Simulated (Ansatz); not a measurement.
# NbSi (Pm-3m) in Ansatz: reference runs

Reference runs on NbSi: the cell as given and a disturbed copy.

All numbers are computed with Ansatz 0.2.0; they aren't measurements. Logs are shortened: lines on timing, memory, paths and dates and some standing lists are left out, and cuts for length are marked.

## (1) The crystal as given

The structure is cubic, space group Pm-3m (No. 221). The conventional cell has a = 3.156 Å, b = 3.156 Å, c = 3.156 Å, α = 90.00°, β = 90.00°, γ = 90.00°. Nb (site symmetry m-3m) is surrounded by 8 Si at 2.73 Å. Around Si (site symmetry m-3m) lie 8 Nb at 2.73 Å.

The cell was built by a generator and needn't be a form met in nature.

## (2) Single point, PBE

Input file input.yaml:

```yaml
crystal:
  lattice:
    - [3.15644, 0.0, 0.0]
    - [0.0, 3.15644, 0.0]
    - [0.0, 0.0, 3.15644]
  atoms:
    - { symbol: Nb, position: [0.0, 0.0, 0.0] }
    - { symbol: Si, position: [0.5, 0.5, 0.5] }
kpoints:
  mp_grid: { grid: [8, 8, 8] }
scf:
  occupations: { method: fermi_dirac, width: 0.05 }
hamiltonian:
  xc: pbe
  pseudopotentials: { kind: all_electron, lapw: { basis_error: 0.001 } }
output:
  forces: true
  stress: true
  eigenvalues: true
  populations: true
```

Potentials or basis: all-electron LAPW, scalar-relativistic.

Command:

```
$ ansatz run input.yaml --threads 1 --pin off --max-ram 3072MiB --backend cpu --events-out ev --progress --plain --runs-dir out
```

What it wrote:

```text
Warning: RAYON_NUM_THREADS=1 ignored (pool sized by the plan → 1); use --threads N
Nb: projections on atomic orbitals take those of the free atom 1s2 2s2 2p6 3s2 3p6 3d10 4s2 4p6 4d4 5s1, of charge +0.00 (hamiltonian.pseudopotentials.projection_atoms)
Si: projections on atomic orbitals take those of the free atom 1s2 2s2 2p6 3s2 3p2, of charge +0.00 (hamiltonian.pseudopotentials.projection_atoms)
LAPW: plane waves up to 7.196 Å⁻¹, error target 1.0e-3 eV per atom; small_component_spin mean_spin; Si in spheres of 1.216 Å, 12 of its electrons in bands, Dirac shells []; Nb in spheres of 1.517 Å, 23 of its electrons in bands, Dirac shells [] (how accurate: hamiltonian.pseudopotentials.lapw.basis_error, Limitations)
Engine: ansatz 0.2.0, x86_64-unknown-linux-gnu
Pseudopotentials: kind: all_electron
Pseudopotential: Nb, LAPW, valence charge 23, lapw/all_electron/scalar/gaussian/Nb, Koelling and Harmon's equation, gaussian nucleus
Pseudopotential: Si, LAPW, valence charge 12, lapw/all_electron/scalar/gaussian/Si, Koelling and Harmon's equation, gaussian nucleus
Functional definition: PBE
  parameter kappa = 0.804
  parameter beta = 0.06672455060314922
  exchange = pbe_x(kappa = kappa, mu = beta*pi^2/3)
  correlation = pbe_c(beta = beta)
Crystal: 2 atoms, lattice volume = 31.448 Å³
Basis set: ecut = 197.30719717459903 eV, 203 PW (Γ), exchange–correlation at level 2
Bands: 22, of which v1, the nominal top of the filled ones, is band 18 counted from 1 (17 counted from 0)
Symmetry: 48 space group operations
Space group: Pm-3m (ITA 221), of the structure as read, at distance tolerance 3.2e-5 Å
k-points: 35 of 512
Non-local potential: Nb, projectors of the file, none
Non-local potential: Si, projectors of the file, none
Initial density: superposition of atomic densities (chi_scale 0.1, normalization cell, long waves kept (reshape's long-wave potential 0.00 eV rms))
Initial wavefunctions: plane waves of lowest kinetic energy (no species holds an atomic orbital)
Functional: x = pbe(κ = 0.804, μ = 0.2195149727645171), c = pbe(β = 0.06672455060314922)
iter 1 solved again at ethr=3.10e-3 eV; its pass at ethr=1.00e-1 eV (dr2=1.08e0 eV) is discarded
SCF iter   1: F=—  HF=-111839.278593 eV  |F-HF|=—  |Δ(HF+E_count)|=         —  Δρ=4.62e-2  dr2=1.09e0  ethr=3.10e-3  ⟨swp⟩=2.1  Hψ=5115  notcnv=0
preconditioner: auto → none  [metal: Δε(μ)=0.017 eV  Ē_g=7.683 eV  σ=0.050 eV  W_gap=0.08  n_scr=6 (ndim 8)  ℏωp=19.9 eV  f_vac=0.000  D(μ)=2.01/eV (n_scr^D=18)  sad-step TF]
iter 2 solved again at ethr=1.26e-4 eV; its pass at ethr=3.10e-3 eV (dr2=4.40e-2 eV) is discarded
SCF iter   2: F=—  HF=-111838.420486 eV  |F-HF|=—  |Δ(HF+E_count)|=   8.58e-1  Δρ=1.19e-2  dr2=4.41e-2  ethr=1.26e-4  ⟨swp⟩=2.0  Hψ=3887  notcnv=0
SCF iter   3: F=—  HF=-111838.374148 eV  |F-HF|=—  |Δ(HF+E_count)|=   4.63e-2  Δρ=6.21e-3  dr2=9.02e-3  ethr=1.26e-4  ⟨swp⟩=2.0  Hψ=2365  notcnv=0
SCF iter   4: F=—  HF=-111838.370513 eV  |F-HF|=—  |Δ(HF+E_count)|=         —  Δρ=2.42e-4  dr2=1.17e-5  ethr=2.58e-5  ⟨swp⟩=2.0  Hψ=2230  notcnv=0
the basis was enlarged: its passes take 1.9 MiB over the memory plan, 1 of 1 planned eigensolver slots
SCF iter   5: F=—  HF=-111838.370378 eV  |F-HF|=—  |Δ(HF+E_count)|=   1.35e-4  Δρ=1.03e-4  dr2=1.83e-6  ethr=3.34e-8  ⟨swp⟩=2.9  Hψ=2380  notcnv=0
SCF iter   6: F=—  HF=-111838.370379 eV  |F-HF|=—  |Δ(HF+E_count)|=   1.85e-6  Δρ=2.56e-5  dr2=1.66e-7  ethr=5.22e-9  ⟨swp⟩=2.0  Hψ=2229  notcnv=0
SCF iter   7: F=-111838.370380 eV  HF=-111838.370380 eV  |F-HF|=8.00e-10  |Δ(HF+E_count)|=   3.64e-8  Δρ=2.00e-6  dr2=6.71e-10  ethr=4.73e-10  ⟨swp⟩=2.0  Hψ=2229  notcnv=0
SCF 1 converged in 7 iterations: F = -111838.370380 eV  dr2 = 6.71e-10
SCF converged after 7 iterations
Free energy (F): -111838.370380 eV
Harris-Foulkes:  -111838.370380 eV  (|F-HF|=8.00e-10)
Internal energy: -111838.350674 eV  (E = F + TS)
E sigma→0 (E₀):  -111838.360527 eV
Entropy (-TS):   -0.019706 eV (-9.853 meV/atom)
Fermi energy:    17.178436 eV
--- Per-component energies (eV) ---
  E_band       = -2456.615967
  E_kinetic    = 115454.721025
  E_xc         = -3809.506736
  E_electrostatic = -223483.564962  (all electrons and nuclei)
  E_smearing   = -0.019706  (= −TS)
  E_closure    = 0.000000  (closes the sum)
  E_atoms      = -111822.405006  (free atoms, spherical and without spin; not in F)
  Σ components = -111838.370380   (vs F -111838.370380, Δ=0.00e0)
  Basis errors (estimates in eV, not in F): energy 2.7e-4 per atom: plane waves 2.3e-4 (1.2e-4 summed), levels above the bands 2.1e-57, relativity 3.3e-8, radial functions 4.5e-5, core shells 6.9e-7; eigenvalues (radial functions only) 2.2e-6; not estimated: angular momenta, meshes, grids; target (lapw.basis_error) 1.0e-3; muffin-tin radii Si 1.216 Å, Nb 1.517 Å
--- Forces (eV/Å), atoms counted from 1 ---
  atom   1  Nb    -0.00000000     0.00000000     0.00000000
  atom   2  Si     0.00000000     0.00000000     0.00000000
  max |Σ_I F_I| component: 9.04e-31 eV/Å
--- Stress (GPa, compression-positive) ---
       -0.093918      -0.000000       0.000000
       -0.000000      -0.093918       0.000000
        0.000000       0.000000      -0.093918
  P = ⅓ Tr σ = -0.0939 GPa (-0.939 kbar)
--- Band table (eV; the first three rows and the last of 35) ---
  k-point 0: bands = ["-175.2974", "-175.2974", "-175.2974", "-175.2850", "-175.2850", "-116.6811", "-72.7202", "-72.7202", "-72.7202", "-37.4128", "-13.3369", "-13.3369", "-13.3369", "6.1236", "14.5417", "14.5417", "19.4456", "19.4456", "19.4456", "19.6562", "19.6562", "19.6562"]
  k-point 1: bands = ["-175.2974", "-175.2974", "-175.2974", "-175.2850", "-175.2850", "-116.6811", "-72.7202", "-72.7201", "-72.7201", "-37.4076", "-13.4025", "-13.3309", "-13.3309", "6.3923", "14.4154", "14.6765", "18.1752", "18.1752", "19.1950", "19.5087", "21.0670", "21.0670"]
  k-point 2: bands = ["-175.2974", "-175.2974", "-175.2974", "-175.2850", "-175.2850", "-116.6811", "-72.7204", "-72.7201", "-72.7201", "-37.3949", "-13.5582", "-13.3165", "-13.3165", "7.1555", "13.5602", "15.0391", "17.0729", "17.0729", "19.2514", "19.6676", "22.6450", "22.6450"]
  k-point 34: bands = ["-175.2974", "-175.2974", "-175.2974", "-175.2850", "-175.2850", "-116.6810", "-72.7206", "-72.7206", "-72.7206", "-37.3091", "-13.6421", "-13.6421", "-13.6421", "12.0973", "12.0973", "12.0973", "13.2743", "21.0536", "21.0536", "21.0536", "21.4996", "21.4996"]
--- Löwdin populations: 2 sites ---
  site symbol       q [e]
     0     Nb     40.9415
     1     Si     13.9780
  spilling = 0.001464 (of n_electrons = 55.000000)
```

It took 13 s on 1 thread of Intel Xeon at 2.50GHz (Skylake/Cascade Lake), shared host; peak memory 0.3 GiB.

What came out:

```yaml
Free_energy: -111838.3704 eV
Pressure: -0.1 GPa
Band_gap_on_the_k_mesh: none (metal or under the smearing width)
```

## (3) Single point, PBE (atoms moved at random, drawn with an rms of 0.05 Å)

input.yaml, as its differences from that of step 2:

```diff
@@ -6,4 +6,4 @@
   atoms:
-    - { symbol: Nb, position: [0.0, 0.0, 0.0] }
-    - { symbol: Si, position: [0.5, 0.5, 0.5] }
+    - { symbol: Nb, position: [-0.008122, -0.004109, -0.015838] }
+    - { symbol: Si, position: [0.492871, 0.513236, 0.487119] }
 kpoints:
```

Potentials or basis: all-electron LAPW, scalar-relativistic.

Command:

```
$ ansatz run input.yaml --threads 1 --pin off --max-ram 3072MiB --backend cpu --events-out ev --progress --plain --runs-dir out
```

Wall time 1.9 min (1 thread of Intel Xeon at 2.50GHz (Skylake/Cascade Lake), shared host); peak memory 0.53 GiB.

It converged, with:

| Item | Value |
| --- | --- |
| Free energy | -111838.3622 eV |
| Pressure | 0.1 GPa |
| Largest force | 0.295 eV/Å |
| Band gap on the k mesh | none (metal or under the smearing width) |

Forces on the atoms (eV/Å):
```
Nb   0.017  0.290  0.050
Si  -0.017 -0.290 -0.050
```

Stress tensor (GPa, compression positive):
```
 0.31  0.02  0.00
 0.02 -0.32  0.07
 0.00  0.07  0.29
```

Levels at points of the mesh, in eV from the Fermi level:
| k point | band 14 | band 15 | band 16 | band 17 | band 18 | band 19 | band 20 | band 21 | band 22 |
| --- | --- | --- | --- | --- | --- | --- | --- | --- | --- |
| (0.00, 0.00, 0.00) | -11.05 | -2.64 | -2.64 | 2.20 | 2.20 | 2.26 | 2.50 | 2.55 | 2.56 |
| (0.00, 0.00, -0.50) | -7.98 | -6.27 | -1.49 | -1.07 | -1.06 | 2.73 | 4.21 | 5.38 | 8.65 |
| (0.00, -0.50, 0.00) | -7.99 | -6.27 | -1.50 | -1.06 | -1.06 | 2.73 | 4.21 | 5.42 | 8.69 |
| (0.00, -0.50, -0.50) | -7.99 | -2.90 | -2.88 | -2.14 | 0.31 | 0.33 | 4.18 | 4.58 | 4.72 |
| (-0.50, 0.00, 0.00) | -7.98 | -6.27 | -1.49 | -1.07 | -1.06 | 2.73 | 4.21 | 5.38 | 8.65 |
| (-0.50, 0.00, -0.50) | -8.00 | -2.88 | -2.88 | -2.16 | 0.34 | 0.34 | 4.18 | 4.39 | 4.91 |
| (-0.50, -0.50, 0.00) | -7.99 | -2.89 | -2.88 | -2.14 | 0.31 | 0.33 | 4.18 | 4.57 | 4.73 |
| (-0.50, -0.50, -0.50) | -5.11 | -5.08 | -5.08 | -3.88 | 3.87 | 3.87 | 3.88 | 4.32 | 4.32 |
